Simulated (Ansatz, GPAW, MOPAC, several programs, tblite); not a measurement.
## Many methods on one cell: CrSeTe (Janus 2H monolayer)

CrSeTe (Janus 2H monolayer), relaxed with r2SCAN in Ansatz, was computed with several methods. The sheet's in-plane cell has a = 3.352 Å, b = 3.352 Å (γ = 120.0°), and its outermost atoms lie 3.24 Å apart along the normal. Cr is surrounded by 3 Se at 2.44 Å and 3 Te at 2.61 Å; Se is surrounded by 3 Cr at 2.44 Å; Te is surrounded by 3 Cr at 2.61 Å. Spin-unpolarised throughout. Whether this structure exists isn't addressed.

```
Cr Se Te
1.0
     3.35154    0.00000    0.00000
    -1.67577    2.90252    0.00000
     0.00000    0.00000   30.75283
Cr Se Te
1 1 1
Cartesian
  0.0000 1.9350 9.0872
  1.6758 0.9675 10.5748
  1.6758 0.9675 7.3380
```
The sheet repeats along a and b alone.

Gaps and times are for a single point on this cell. Times are rough, from shared hosts (Arm Neoverse V1), and each method has its own mesh and cell size. A dagger marks a closed or tiny gap in a crystal that DFT finds insulating: a failure of the method or a wrong SCF state. PM7 (MOPAC) and PM6 (MOPAC): levels, charges or heat of formation failed a check of plausibility, so no values are given. PM6 (MOPAC), PM7 (MOPAC), GFN1-xTB (tblite), GFN2-xTB (tblite) treat a cluster of cells at its zone centre, which samples few k points: where these miss a band edge, the gap comes out too large for that reason alone. Gaps from k meshes are read at a limited set of points (mesh, symmetry points, PBE's band edges), so each method's own least gap may be somewhat smaller. xTB and the PM methods were fitted mostly to molecules, and can miss a solid's gap by electronvolts. Minimal bases can be far off for gaps. The open d shell was run without spin, which may not be the ground state of these methods, hybrids least of all. GLLB-SC's gap includes the derivative discontinuity. d marks a direct gap, i an indirect one (no mark: not told apart), a dash a value that wasn't computed or didn't pass its checks.

```
                              method              kind  gap (eV)  atoms computed  processor time
                         PM7 (MOPAC)    semi-empirical         –              27           0.7 s
                   GFN1-xTB (tblite)     tight binding     0.06†              27           1.2 s
                         PM6 (MOPAC)    semi-empirical         –              27           1.6 s
                   GFN2-xTB (tblite)     tight binding     0.03†              27           2.9 s
light PBE (260 eV and a coarse mesh)  light plane-wave    0.60 i               3           5.9 s
              PBE/single zeta (GPAW)       small basis    0.25 i               3           8.4 s
                                 PBE         semilocal    0.56 i               3            21 s
                      GLLB-SC (GPAW)   model potential      0.79               3            50 s
                              r2SCAN         semilocal    0.60 i               3            51 s
```

Spin-orbit coupling is left out, which matters wherever the heavy atoms make up the band edges.
